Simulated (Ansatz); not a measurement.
**C4H11B: small, medium and large basis sets**

The task here is to estimate one member of a computed series from the others.

Computed with Ansatz 0.2.0, Gaussian basis. Level: one geometry, several basis sets.

Levels to be run: PBE0-D4/def2-SVP; ωB97M-V/def2-SVP; PBE0-D4/def2-QZVPP; ωB97M-V/def2-QZVPP; the functionals' def2-TZVPP values are taken from earlier runs.

## The relaxed structure

All runs share one geometry, relaxed beforehand with PBE0-D4 in a triple-zeta def2 set.

16 atoms, charge 0, spin multiplicity 1.

Atoms are counted from 1 here; the program's logs count them from 0.

Bond lengths: B1–C2 1.555 Å, B1–H6 1.199 Å, B1–H7 1.199 Å, C2–C3 1.551 Å, C2–C4 1.525 Å, C2–C5 1.525 Å, C3–H8 1.096 Å, C3–H9 1.094 Å, C3–H10 1.094 Å, C4–H11 1.096 Å, C4–H12 1.093 Å, C4–H13 1.093 Å, C5–H14 1.093 Å, C5–H15 1.096 Å, C5–H16 1.093 Å. Angles: C2–B1–H6 120.4°, C2–B1–H7 120.4°, H6–B1–H7 118.9°, B1–C2–C3 97.5°, B1–C2–C4 114.8°, B1–C2–C5 114.8°, C3–C2–C4 109.0°, C3–C2–C5 109.0°, C4–C2–C5 110.7°, C2–C3–H8 108.5°, C2–C3–H9 112.4°, C2–C3–H10 112.4°, H8–C3–H9 107.4°, H8–C3–H10 107.5°, H9–C3–H10 108.5°, C2–C4–H11 110.9°, C2–C4–H12 111.2°, C2–C4–H13 111.4° and more.

Set-up of the first run:

Contents of in.yaml:

```yaml
crystal:
  periodic: [false, false, false]
  atoms:
    - {symbol: B, position_ang: [-0.355110, 1.269393, -0.970088]}
    - {symbol: C, position_ang: [-0.095169, 0.007563, -0.099207]}
    - {symbol: C, position_ang: [1.029019, 0.601992, 0.787906]}
    - {symbol: C, position_ang: [0.454963, -1.193140, -0.861071]}
    - {symbol: C, position_ang: [-1.262746, -0.407502, 0.789188]}
    - {symbol: H, position_ang: [0.292703, 1.467854, -1.959770]}
    - {symbol: H, position_ang: [-1.124802, 2.112588, -0.602511]}
    - {symbol: H, position_ang: [1.353372, -0.166564, 1.498372]}
    - {symbol: H, position_ang: [0.688736, 1.463374, 1.369824]}
    - {symbol: H, position_ang: [1.904942, 0.900497, 0.204932]}
    - {symbol: H, position_ang: [0.783188, -1.977934, -0.169981]}
    - {symbol: H, position_ang: [-0.305456, -1.629289, -1.514667]}
    - {symbol: H, position_ang: [1.307841, -0.914073, -1.484693]}
    - {symbol: H, position_ang: [-2.086930, -0.812828, 0.195827]}
    - {symbol: H, position_ang: [-0.956889, -1.183924, 1.499727]}
    - {symbol: H, position_ang: [-1.650662, 0.439293, 1.360710]}
basis:
  gaussian: {orbitals: def2-SVP}
hamiltonian: {xc: pbe0, dispersion: d4}
output: {orbitals: {seedname: orbitals}}
```

On the command line:

```
ansatz run in.yaml --threads 4 --pin off --events-out ev --progress --plain --max-ram 10444MiB
```

Steps of the session up to this table: PBE0-D4 in def2-SVP; ωB97M-V in def2-SVP; PBE0-D4 in def2-QZVPP; ωB97M-V in def2-QZVPP.

One of the session's tables, all rows but one given; the rest of the session is left out.

It belongs to the step «Functionals by basis». 

```
functional       basis  HOMO (eV)
   PBE0-D4    def2-SVP          ?
   PBE0-D4  def2-TZVPP      -8.11
   PBE0-D4  def2-QZVPP      -8.11
   ωB97M-V    def2-SVP     -10.36
   ωB97M-V  def2-TZVPP     -10.40
   ωB97M-V  def2-QZVPP     -10.40
```

**Question.** Estimate the row for PBE0-D4, def2-SVP.

The run gave: HOMO (eV): -8.08. In the column «HOMO (eV)» it is the highest.
